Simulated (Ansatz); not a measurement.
MgCdS2, space group P4/mmm: a comparison of functionals at one structure, run with Ansatz 0.2.0, Python API.

The script reads `mgcds2.cif`:
```cif
data_MgCdS2
_cell_length_a 3.807676
_cell_length_b 3.807676
_cell_length_c 5.385704
_cell_angle_alpha 90.00000
_cell_angle_beta 90.00000
_cell_angle_gamma 90.00000
_symmetry_space_group_name_H-M 'P 1'
_symmetry_Int_Tables_number 1
loop_
_symmetry_equiv_pos_as_xyz
'x, y, z'
loop_
_atom_site_label
_atom_site_type_symbol
_atom_site_fract_x
_atom_site_fract_y
_atom_site_fract_z
Mg1 Mg    0.500000    0.500000    0.500000
Cd2 Cd    0.000000    0.000000    0.000000
S3 S    0.000000    0.000000    0.500000
S4 S    0.500000    0.500000    0.000000
```

`xc_mgcds2.py`:
```python
'''Functional comparison for MgCdS2 (totals differ with the potentials too).'''

import logging
import sys
import warnings

import ansatz as az
from ase.io import read
from tabulate import tabulate

logging.basicConfig(stream=sys.stdout, format='%(name)s: %(message)s')
logger = logging.getLogger('calc')
logger.setLevel(logging.INFO)

warnings.simplefilter('ignore', az.DeckWarning)

atoms = read('mgcds2.cif')
mgcds2 = az.Crystal.from_ase(atoms)

calculation = (
    mgcds2.calculation()
    .basis(24 * az.Ha)
    .kpoints(mesh=(6, 6, 4))
    .occupations('fermi_dirac', width=0.05)
    .stress()
)

rows = []
for value in ['blyp', 'pbesol', 'lda']:
    data = calculation.functional(value).run(threads=1).report
    rows.append((value, data['free_energy_ev'] / len(data['lattice']['sites']), data['n_iterations'], sum(data['stress_gpa'][i][i] for i in range(3)) / 3, data['n_kpoints']))

print(tabulate(rows, headers=['functional', 'F/atom (eV)', 'iterations', 'P (GPa)', 'k-points'], floatfmt='.4f', tablefmt='grid'))
```

Rank the functionals by the pressure that they give at this structure. What does the order say about their lattices?

From lowest to highest: LDA (-5.5 GPa), PBEsol (-3.2 GPa) and BLYP (3.5 GPa). At a fixed cell a lower pressure usually means a smaller equilibrium volume, so LDA prefers the smallest cell and BLYP the largest.

What the script printed:

```console
$ python xc_mgcds2.py
+--------------+---------------+--------------+-----------+------------+
| functional   |   F/atom (eV) |   iterations |   P (GPa) |   k-points |
+==============+===============+==============+===========+============+
| blyp         |    -3003.4968 |            6 |    3.5351 |         30 |
+--------------+---------------+--------------+-----------+------------+
| pbesol       |    -2967.4638 |            6 |   -3.1517 |         30 |
+--------------+---------------+--------------+-----------+------------+
| lda          |    -2940.6225 |            7 |   -5.4873 |         30 |
+--------------+---------------+--------------+-----------+------------+
```

BLYP can be off by several per cent in the lattices of metals, and by several GPa in the pressure at a fixed cell. The gap on the mesh is very small: a semilocal functional closes or nearly closes the gap of many narrow semiconductors. Pressure is positive in compression. This cell is a computed structure, which may not be the phase found in nature. Total energies of different functionals can't be compared; pressures, moments and gaps at this one structure can. Hardware and time: 14 s on 1 thread of Intel(R) Xeon(R) Processor @ 2.30GHz (shared host), peak memory 0.65 GiB.
